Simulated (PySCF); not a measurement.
# C₄H₇BN₂: electronic excitations

Aim: predict the electronic excitations of C₄H₇BN₂ (`C#CB(N=C)NC`).

Programs: PySCF 2.14.0, with density-fitted response routines of our own. Each step states its level of theory. These are calculated values for one molecule in the gas phase, unless marked as measured. Atoms are numbered from 0 throughout.

### Step 1. The molecule as given

14 atoms, charge 0, multiplicity 1; geometry from: GFN2-xTB.

Bonds of the start (Å): C0–C1 1.20, C1–B2 1.53, B2–N3 1.39, N3–C4 1.24, B2–N5 1.40, N5–C6 1.44, C0–H7 1.05, C4–H8 1.10, C4–H9 1.09, N5–H10 1.01, C6–H11 1.10, C6–H12 1.09, C6–H13 1.10.

### Step 2. TDDFT and polarisability: B3LYP/def2-SVPD

Job settings and geometry (Å):

```
{"job": {"kind": "uv", "xc": "B3LYP", "basis": "def2-SVPD", "nstates": 8, "ntriplets": 3}, "charge": 0, "multiplicity": 1}
C     -0.129452     2.635587    -0.224075
C     -0.215549     1.454913    -0.016873
B     -0.333387    -0.042674     0.266917
N     -1.615071    -0.578461     0.349022
C     -2.642778    -0.870907     0.971937
N      0.804648    -0.862830     0.309613
C      2.165734    -0.464542     0.054748
H     -0.047781     3.668047    -0.408262
H     -2.751466    -0.764882     2.057983
H     -3.514326    -1.264284     0.447592
H      0.703925    -1.850007     0.488287
H      2.575142    -0.983064    -0.819333
H      2.190982     0.606976    -0.133888
H      2.808702    -0.684346     0.914191
```

With the program's defaults for keys left out, this is: TDDFT B3LYP/def2-SVPD, vertical, gas phase, core orbitals frozen in the response.

Started as:

```console
OMP_NUM_THREADS=1 python probes_run.py task.json out
```

This one command runs all jobs of the session in turn.

Predict these results of the whole session: lowest singlet (B3LYP/def2-SVPD); brightest single state of those computed; lowest triplet.

The runs gave:

```
                                quantity                        value
        lowest singlet (B3LYP/def2-SVPD)  3.82 eV (324 nm), f = 0.000
brightest single state of those computed  state 8, 6.36 eV, f = 0.143
                          lowest triplet                      3.34 eV
```

**Reading.** The first singlet state (HOMO→LUMO 0.94) lies at 3.82 eV and is dark; of the 8 states computed, the strongest absorption comes from state 8 at 6.36 eV (the last computed, so partners may be missing). The lowest triplet lies 0.48 eV below the lowest singlet (triplets in Tamm-Dancoff, singlets in full TDDFT). States above −ε(HOMO) lie where TDDFT describes them poorly and they hang on the basis; the brightest is among them.
